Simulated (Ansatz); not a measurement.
Geometry optimisation, DFT PBE, scalar-relativistic, plane waves, PAW in Ansatz.

Input file:

```yaml
crystal:
  lattice:
    - [7.67918, 0.0, 0.0]
    - [3.83959, 6.650365, 0.0]
    - [0.0, 0.0, 17.418765]
  atoms:
    - { symbol: H, position: [0.16666666, 0.16666666, 0.05740935] }
    - { symbol: H, position: [0.66666664, 0.16666666, 0.05740935] }
    - { symbol: H, position: [0.16666666, 0.66666663, 0.05740935] }
    - { symbol: H, position: [0.66666664, 0.66666663, 0.05740935] }
    - { symbol: Si, position: [0.16666666, 0.16666666, 0.14352338] }
    - { symbol: Si, position: [0.66666664, 0.16666666, 0.14352338] }
    - { symbol: Si, position: [0.16666666, 0.66666663, 0.14352338] }
    - { symbol: Si, position: [0.66666664, 0.66666663, 0.14352338] }
    - { symbol: Si, position: [-0.16666666, 0.33333332, 0.18851813] }
    - { symbol: Si, position: [0.33333332, 0.33333332, 0.18851813] }
    - { symbol: Si, position: [-0.16666666, 0.83333329, 0.18851813] }
    - { symbol: Si, position: [0.33333332, 0.83333329, 0.18851813] }
    - { symbol: Si, position: [-0.16666666, 0.33333332, 0.32350238] }
    - { symbol: Si, position: [0.33333332, 0.33333332, 0.32350238] }
    - { symbol: Si, position: [-0.16666666, 0.83333329, 0.32350238] }
    - { symbol: Si, position: [0.33333332, 0.83333329, 0.32350238] }
    - { symbol: Si, position: [0.0, 0.0, 0.36849713] }
    - { symbol: Si, position: [0.49999998, 0.0, 0.36849713] }
    - { symbol: Si, position: [0.0, 0.49999997, 0.36849713] }
    - { symbol: Si, position: [0.49999998, 0.49999997, 0.36849713] }
    - { symbol: F, position: [0.77777774, 0.94444439, 0.41270233], spin: 1.0 }
magnetization:
  spin_polarized: true
basis:
  ecutwfc: 420.0
kpoints:
  mp_grid: { grid: [2, 2, 1] }
hamiltonian:
  xc: pbe
  pseudopotentials: { kind: paw, azcp: { folder: soft_1 } }
scf:
  occupations: { method: fermi_dirac, width: 0.02 }
  lower_state_search: "off"
relax:
  f_tol: 0.03
  max_steps: 60
  adjacent_minimum: "off"
  constraints: [{ sites: [0, 1, 2, 3, 4, 5, 6, 7] }]
output:
  write_density: true
  write_potential: true
  elf: true
  volumetric_format: npy
```

Launched with:

```bash
$ ansatz run input.yaml --threads 2 --pin off --max-ram 5120MiB --backend cpu --events-out ev --progress --plain --runs-dir out
```

**Question.** Where does it end, and by what steps?

**Answer.** The forces met the threshold. Limits of this set-up: coarse k mesh, thin slab, slab without dipole correction. After 21 steps the energy has fallen by 3.652 eV; Si19 moved furthest, 1.80 Å. Parted: Si9–Si13 (2.35 → 3.36 Å), Si10–Si14 (2.35 → 3.36 Å), Si11–Si15 (2.35 → 3.48 Å). Joined: Si9–Si17 (3.84 → 2.38 Å), Si10–Si18 (3.84 → 2.38 Å), Si11–Si19 (3.84 → 2.44 Å).

```
step  energy less start (eV)  largest force component (eV/Å)  accepted
   0                  0.0000                           4.172       yes
   1                 -0.5975                           3.002       yes
   2                 -1.1249                           0.866       yes
   3                 -1.4124                           0.863       yes
   4                 -1.5952                           0.544       yes
   5                 -1.6350                           0.321       yes
   6                 -1.7318                           0.484       yes
   7                 -1.8830                           0.894       yes
   8                 -2.2518                           0.908       yes
   9                 -2.5617                           0.828       yes
  10                 -2.8514                           0.643       yes
  11                 -3.0670                           0.430       yes
  12                 -3.2109                           0.391       yes
  13                 -3.2969                           0.571       yes
  14                 -3.3915                           0.178       yes
  15                 -3.4437                           0.258       yes
  16                 -3.5373                           0.300       yes
  17                 -3.6183                           0.327       yes
  18                 -3.6382                           0.371       yes
  19                 -3.6298                           0.266        no
  20                 -3.6520                           0.085       yes
  21                 -3.6521                           0.019       yes
```

```xyz
21
Lattice="7.6792 0.0000 0.0000 3.8396 6.6504 0.0000 0.0000 0.0000 17.4188" Properties=species:S:1:pos:R:3
H 1.920 1.108 1.000
H 5.759 1.108 1.000
H 3.840 4.434 1.000
H 7.679 4.434 1.000
Si 1.920 1.108 2.500
Si 5.759 1.108 2.500
Si 3.840 4.434 2.500
Si 7.679 4.434 2.500
Si -0.004 2.186 3.260
Si 3.844 2.186 3.260
Si 1.920 5.510 3.293
Si 5.759 5.601 3.323
Si 0.010 3.701 6.254
Si 3.830 3.701 6.254
Si 1.920 7.189 6.342
Si 5.759 6.515 5.532
Si 0.087 1.480 5.532
Si 3.752 1.480 5.532
Si 1.920 4.964 5.667
Si 5.759 4.704 7.117
F 9.599 7.422 7.962
```

Whether the end is a true minimum wasn't checked by a vibrational analysis.

The run took 6.6 min on 2 threads of Arm Neoverse V1, with other jobs on the host, peak memory 1.3 GiB.
